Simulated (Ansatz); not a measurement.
# MgRh: how the settings move a single-point run

How sensitive is a single-point run of MgRh to its settings? A reference run comes first, then one run with altered input.

Computed with Ansatz 0.2.0 (reference: DFT, r2SCAN, PAW with Ansatz's default frozen-core files, scalar-relativistic, unless a step's input says otherwise).

## (1) The starting structure

Symmetry: Pm-3m, No. 221, cubic system. Conventional cell: a = 3.091 Å, b = 3.091 Å, c = 3.091 Å, α = 90.00°, β = 90.00°, γ = 90.00°. Mg (site symmetry m-3m) has 8 Rh at 2.68 Å as nearest neighbours. Rh (site symmetry m-3m) has 8 Mg at 2.68 Å as nearest neighbours.

Coordinates:

```cif
data_structure
_symmetry_space_group_name_H-M 'Pm-3m'
_symmetry_Int_Tables_number 221
_cell_length_a 3.0907
_cell_length_b 3.0907
_cell_length_c 3.0907
_cell_angle_alpha 90.000
_cell_angle_beta 90.000
_cell_angle_gamma 90.000
_cell_volume 29.52
loop_
_atom_site_label
_atom_site_type_symbol
_atom_site_symmetry_multiplicity
_atom_site_Wyckoff_symbol
_atom_site_fract_x
_atom_site_fract_y
_atom_site_fract_z
_atom_site_occupancy
Mg1 Mg 1 a 0.00000 0.00000 0.00000 1
Rh1 Rh 1 b 0.50000 0.50000 0.50000 1
```

## (2) Reference

The input, input.yaml:

```yaml
crystal:
  lattice:
    - [3.0907225691, 0.0, 0.0]
    - [0.0, 3.0907225691, 0.0]
    - [0.0, 0.0, 3.0907225691]
  atoms:
    - { symbol: Mg, position: [0.0, 0.0, 0.0] }
    - { symbol: Rh, position: [0.5, 0.5, 0.5] }
kpoints:
  mp_grid: { grid: [13, 13, 13] }
scf:
  occupations: { method: fermi_dirac, width: 0.05 }
hamiltonian:
  xc: r2scan
  pseudopotentials: { kind: paw }
output:
  forces: true
  stress: true
  eigenvalues: true
  populations: true
```

Started as:

```
$ ansatz run input.yaml --threads 1 --pin off --max-ram 2048MiB --backend cpu --events-out ev --progress --plain --runs-dir out
```

## (3) Variant: starting moments, ecutwfc 400 eV, spin_polarized true

input.yaml: that of step 2 with these lines changed.

```diff
@@ -6,4 +6,4 @@
   atoms:
-    - { symbol: Mg, position: [0.0, 0.0, 0.0] }
-    - { symbol: Rh, position: [0.5, 0.5, 0.5] }
+    - { symbol: Mg, position: [0.0, 0.0, 0.0], spin: 0.2 }
+    - { symbol: Rh, position: [0.5, 0.5, 0.5], spin: 0.2 }
 kpoints:
@@ -20 +20,9 @@
   populations: true
+  write_density: true
+  write_potential: true
+  elf: true
+  volumetric_format: npy
+basis:
+  ecutwfc: "400 eV"
+magnetization:
+  spin_polarized: true
```

Q: Predict the outcome of this session. Wanted: for each run, ending; energy change; pressure; gap; force.

As calculated:

```
                                                     run     ending  energy change  pressure (GPa)  gap (eV)  force (eV/Å)  cycles   time
                                               reference  converged              0             0.0      0.00          0.00       7  6.4 s
1: starting moments, ecutwfc 400 eV, spin_polarized true  converged  +2.2 meV/atom             0.0      0.00          0.00      17   20 s
```

Times don't compare one to one where runs were asked for different outputs or read a saved state (see the inputs); cycles may leave out searches for a lower state.

Residual by cycle in the longest SCF loop of each run; runs are numbered as in the table. The quantity is the density residual dr2, in eV.

```
cycle  reference    run 1
    1     0.0237      6.1
    2    0.00834     1.85
    4    0.00224   0.0247
    5     3.3e-6   0.0103
    7     5.9e-8   6.0e-4
    8          -   1.5e-5
   10          -   1.9e-6
   11          -   2.9e-7
   13          -   1.9e-9
   14          -  2.1e-10
   16          -  4.2e-10
   17          -  9.1e-11
```

What this shows: Changing the spin polarisation and cutoff moves the energy by +2.2 meV/atom. The log warns that the cutoff is under what these potentials recommend, so the shift holds truncation error. Run 1 ran under the cutoff that the potentials recommend, as the log warns, so basis error is mixed into its values.
